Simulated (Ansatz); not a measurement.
# CH₃BClN: how energies converge with the basis set

How large a basis does CH₃BClN need? Two functionals are run in growing sets.

Computed with Ansatz 0.2.0, Gaussian basis. Level: one geometry, several basis sets.

Plan: PBE0-D4/def2-SVP; ωB97M-V/def2-SVP; PBE0-D4/def2-QZVPP; ωB97M-V/def2-QZVPP; the functionals' def2-TZVPP values are taken from earlier runs.

### 1 The relaxed structure

All runs share one geometry, relaxed beforehand with PBE0-D4 in a triple-zeta def2 set.

SMILES `B/N=C\Cl`, 7 atoms, charge 0, spin multiplicity 1.

Atoms are counted from 1 here; the program's logs count them from 0.

Bond lengths: B1–N2 1.362 Å, B1–H5 1.195 Å, B1–H6 1.195 Å, N2–C3 1.226 Å, C3–Cl4 1.745 Å, C3–H7 1.088 Å. Angles: N2–B1–H5 118.6°, N2–B1–H6 118.6°, H5–B1–H6 122.7°, B1–N2–C3 176.1°, N2–C3–Cl4 123.5°, N2–C3–H7 125.0°, Cl4–C3–H7 111.5°.

### 2 PBE0-D4 in def2-SVP

File in.yaml:

```yaml
crystal:
  periodic: [false, false, false]
  atoms:
    - {symbol: B, position_ang: [-0.196794, 1.329311, -0.177313]}
    - {symbol: N, position_ang: [-0.115287, -0.014285, 0.028246]}
    - {symbol: C, position_ang: [0.038659, -1.219328, 0.190143]}
    - {symbol: Cl, position_ang: [1.553074, -2.043321, -0.082352]}
    - {symbol: H, position_ang: [-0.512863, 1.724755, -1.260279]}
    - {symbol: H, position_ang: [0.031185, 2.063831, 0.737864]}
    - {symbol: H, position_ang: [-0.736774, -1.908965, 0.517890]}
basis:
  gaussian: {orbitals: def2-SVP}
hamiltonian: {xc: pbe0, dispersion: d4}
output: {orbitals: {seedname: orbitals}}
```

After this run come: ωB97M-V in def2-SVP; PBE0-D4 in def2-QZVPP; ωB97M-V in def2-QZVPP.

**Question.** What will the summary of the whole plan be? Wanted: PBE0-D4: double and triple zeta above quadruple; ωB97M-V: double and triple zeta above quadruple.

The runs gave:

| quantity | value |
| --- | --- |
| PBE0-D4: double and triple zeta above quadruple | 8.47, 0.55 eV |
| ωB97M-V: double and triple zeta above quadruple | 8.56, 0.52 eV |

For PBE0-D4 the step from double to triple zeta gains 7.92 eV and the next only 0.55 eV. These are total energies; as a rule much of such shifts cancels in differences, which this series doesn't test.
